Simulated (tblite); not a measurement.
# C3H7NO2Si2: the cost of one run

The runs use tblite 0.8.0 and PySCF 2.14.0, with density-fitted response routines of our own; the level of theory stands in each step. All values are computed, except where a source is named. Atoms count from 0, in the outputs and in this text.

## Step 1: Starting geometry

15 atoms, charge 0, multiplicity 1; geometry from: force field or distance geometry start.

Bonds of the start (Å): O0–C1 1.25, C1–C2 1.50, C2–N3 1.23, N3–Si4 1.73, Si4–O5 1.71, O5–Si6 1.73, Si4–C7 1.84, C7–C2 1.45, C1–H8 1.07, Si4–H9 1.47, Si6–H10 1.48, Si6–H11 1.48, Si6–H12 1.47, C7–H13 1.11, C7–H14 1.12.

## Step 2: Relaxing the molecule with GFN2-xTB

The job: settings as JSON, then the geometry in Å.

```
{"job": {"kind": "relax", "xc": "GFN2-xTB", "basis": "xTB"}, "charge": 0, "multiplicity": 1}
O     -2.894200     1.832500    -0.813700
C     -2.812800     0.604100    -1.034500
C     -1.628500    -0.099900    -0.443000
N     -1.250400    -1.267000    -0.471000
Si     0.210100    -1.312900     0.449500
O      1.691500    -1.391900    -0.393700
Si     2.579100     0.033300     0.008200
C     -0.514100     0.378000     0.359200
H     -3.516300     0.022500    -1.595200
H      0.195000    -1.949100     1.770600
H      4.009800    -0.243700    -0.269400
H      2.415700     0.292100     1.451300
H      2.120200     1.206600    -0.756700
H     -0.783200     0.800900     1.353300
H      0.173700     1.102400    -0.153900
```

Launch:

```sh
$ OMP_NUM_THREADS=1 python probes_run.py task.json out
```

The driver reads the jobs from task.json and runs them one after another.

**Question.** How long does this first job take on 1 thread of Arm Neoverse N1, shared host, and how much memory does it need?

About 1.4 s, with a peak of 0.18 GiB.
